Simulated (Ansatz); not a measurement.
**Al3Pt2: relaxation and properties**

Aim: for Al3Pt2, relax cell and atoms and compute bands, density of states and charges.

Computed with Ansatz 0.2.0 (DFT PBEsol, scalar-relativistic, plane waves, PAW, unless a step's input says otherwise).

## Step 1: The structure to begin with

Symmetry: P-3m1, No. 164, trigonal system. Conventional cell: a = 4.207 Å, b = 4.207 Å, c = 5.189 Å, α = 90.00°, β = 90.00°, γ = 120.00°. Around Al (site symmetry -3m) lie 6 Pt at 2.58 Å. Around Al (site symmetry 3m) lie 5 Pt at 2.49 to 2.69 Å and 3 Al at 2.87 Å. Pt (site symmetry 3m) has 8 Al at 2.49 to 2.69 Å as nearest neighbours.

Structure file:

```
CELL_PARAMETERS angstrom
4.20714 0.00000 0.00000
-2.10357 3.64349 0.00000
0.00000 0.00000 5.18896
ATOMIC_POSITIONS crystal
Al 0.00000 0.00000 0.00000
Al 0.33333 0.66667 0.64683
Al 0.66667 0.33333 0.35317
Pt 0.33333 0.66667 0.16613
Pt 0.66667 0.33333 0.83387
```

Source of the structure: the Materials Project (structure only).

(A quick probe on a coarse mesh, which set the mesh and smearing, is not shown.)

## Step 3: The relaxation

The input, input.yaml:

```yaml
crystal:
  lattice:
    - [4.2071400339, 0.0, 0.0]
    - [-2.103570017, 3.6434901467, 0.0]
    - [0.0, 0.0, 5.18896172]
  atoms:
    - { symbol: Al, position: [0.0, 0.0, 0.0] }
    - { symbol: Al, position: [0.33333333, 0.66666667, 0.64683023] }
    - { symbol: Al, position: [0.66666667, 0.33333333, 0.35316977] }
    - { symbol: Pt, position: [0.33333333, 0.66666667, 0.1661255] }
    - { symbol: Pt, position: [0.66666667, 0.33333333, 0.8338745] }
basis:
  ecutwfc: 420
kpoints:
  mp_grid: { grid: [12, 12, 8] }
hamiltonian:
  xc: pbesol
scf:
  occupations: { method: gaussian, width: 0.1 }
output:
  forces: true
  stress: true
  eigenvalues: true
relax:
  adjacent_minimum: "off"
  f_tol: 0.005
  max_steps: 80
  cell: { stress_tol: 0.05 }
```

The run is started by

```bash
$ ansatz run input.yaml --threads 2 --pin off --max-ram 5120MiB --backend cpu --events-out ev --progress --plain --runs-dir out
```

Further runs follow: bands, states and charges.

Q: Predict the outcome of this session. Wanted: relaxed cell; volume; formation energy; gap; states at the Fermi level; Bader charges.

As calculated:

```
                                                               quantity                                                                       value
                                                           relaxed cell  a = 4.206 Å, b = 4.206 Å, c = 5.179 Å, α = 90.00°, β = 90.00°, γ = 120.00°
                                                   space group (0.01 Å)                                                             P-3m1 (No. 164)
                                                                 volume                                                               15.87 Å³/atom
formation energy (elements from runs with the same settings, not shown)                                                               -0.99 eV/atom
                                                                    gap                                                                none (metal)
                                              states at the Fermi level                                                        0.88 per eV per cell
                                                          Bader charges                                               Al +1.96 to +2.00, Pt -2.96 e
```

Relaxation left the volume within 0.5 % of the start. There is no gap at this level. Of the projected weight within 0.25 eV of the Fermi level, the largest part is Al 3p (60 %) and Pt 5d (26 %). Bader charges reach 3.0 e, so charge transfer in this metal is strong. Spin-orbit coupling is left out, which matters for the bands of Pt.
